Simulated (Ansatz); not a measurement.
# AsH3O: the cost of one run

The runs use Ansatz 0.2.0, Gaussian basis; the settings change from run to run.

## (1) The geometry

The structure was relaxed beforehand with PBE0-D4 in a triple-zeta def2 set.

SMILES `O[AsH2]`, 5 atoms, charge 0, spin multiplicity 1.

Atoms are counted from 1 here; the program's logs count them from 0.

Bond lengths: O1–As2 1.802 Å, O1–H3 0.960 Å, As2–H4 1.527 Å, As2–H5 1.528 Å. Angles: As2–O1–H3 107.7°, O1–As2–H4 95.9°, O1–As2–H5 95.9°, H4–As2–H5 91.3°.

## (2) HSE06/ANO-RCC-VTZP

Options: charge +1, multiplicity 2, D3(BJ) with three-body dispersion, high accuracy, the search for lower states set to off.

Contents of in.yaml:

```yaml
crystal:
  periodic: [false, false, false]
  atoms:
    - {symbol: O, position_ang: [0.337979, -0.687178, 0.813294]}
    - {symbol: As, position_ang: [0.032607, 0.173474, -0.739640]}
    - {symbol: H, position_ang: [0.941114, -1.411946, 0.632432]}
    - {symbol: H, position_ang: [-1.482227, 0.270236, -0.569381]}
    - {symbol: H, position_ang: [0.220527, 1.581613, -0.178205]}
basis:
  gaussian: {orbitals: ANO-RCC-VTZP}
total_charge: 1
magnetization: {spin_polarized: true, initial_magnetization: 1}
hamiltonian: {xc: {name: HSE06}, dispersion: d3bjatm}
accuracy: high
scf: {lower_state_search: off}
output: {forces: true}
```

Launch:

```console
$ ansatz run in.yaml --threads 2 --pin off --events-out ev --progress --plain --max-ram 4352MiB
```

Q: Estimate wall time and peak memory on 2 threads of Arm Neoverse V1, shared host.

About 84 s, with a peak of 0.52 GiB.
